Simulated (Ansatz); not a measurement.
# ReB: from a guess to a relaxed structure

Aim: relax a trial structure of ReB and see where it ends.

Computed with Ansatz 0.2.0 (DFT PBE, scalar-relativistic, plane waves, PAW, unless a step's input says otherwise).

## Step 1: The system as given

The structure is tetragonal, space group P4/mmm (No. 123). The conventional cell has a = 2.856 Å, b = 2.856 Å, c = 5.735 Å, α = 90.00°, β = 90.00°, γ = 90.00°. Around Re (site symmetry 4mm) lie 4 B at 1.95 Å. Around B (site symmetry mmm) lie 4 Re at 1.95 Å and 4 B at 2.02 Å.

As a file:

```
Re B
1.0
     2.85573    0.00000    0.00000
     0.00000    2.85573    0.00000
     0.00000    0.00000    5.73485
Re B
2 2
Cartesian
  1.4279 1.4279 1.5355
  1.4279 1.4279 4.1994
  0.0000 1.4279 2.8674
  1.4279 0.0000 2.8674
```

A structure generator made this guess: random cell by space group and Wyckoff sites (P4/mmm, No. 123). Its size is a rough estimate.

## Step 2: A first look at the guess

input.yaml reads:

```yaml
crystal:
  lattice:
    - [2.85573007, 0.0, 0.0]
    - [0.0, 2.85573007, 0.0]
    - [0.0, 0.0, 5.73484935]
  atoms:
    - { symbol: Re, position: [0.5, 0.5, 0.26774648] }
    - { symbol: Re, position: [0.5, 0.5, 0.73225352] }
    - { symbol: B, position: [0.0, 0.5, 0.5] }
    - { symbol: B, position: [0.5, 0.0, 0.5] }
basis:
  ecutwfc: 420
kpoints:
  mp_grid: { grid: [6, 6, 4] }
hamiltonian:
  xc: pbe
scf:
  occupations: { method: gaussian, width: 0.1 }
  lower_state_search: "off"
output:
  forces: true
  stress: true
  eigenvalues: true
```

Started as:

```
$ ansatz run input.yaml --threads 1 --pin off --max-ram 2560MiB --backend cpu --events-out ev --progress --plain --runs-dir out
```

The session goes on with these runs: a loose first relaxation; spin check on a coarse mesh; relaxation on the finer mesh.

**Question.** What will these runs give? Wanted: conventional cell; volume; energy over the elements; gap on the mesh.

**Answer**, as computed:

```
                              quantity                                                                      value
symmetry at the end (tolerance 0.05 Å)                                               space group P4/mmm (No. 123)
                     conventional cell  a = 2.839 Å, b = 2.839 Å, c = 5.892 Å, α = 90.00°, β = 90.00°, γ = 90.00°
                                volume                                                              11.87 Å³/atom
              energy over the elements                                                              +0.64 eV/atom
                       gap on the mesh                                                               none (metal)
```

The space group P4/mmm (No. 123) is kept, and the volume per atom grows by 1.5 % from the first guess. The formation energy is positive, so the separate elements lie lower. No finished test with a distortion of lower symmetry is shown, so the end may be a saddle point. The runs treat Re without spin-orbit coupling. Other magnetic orders were not searched.
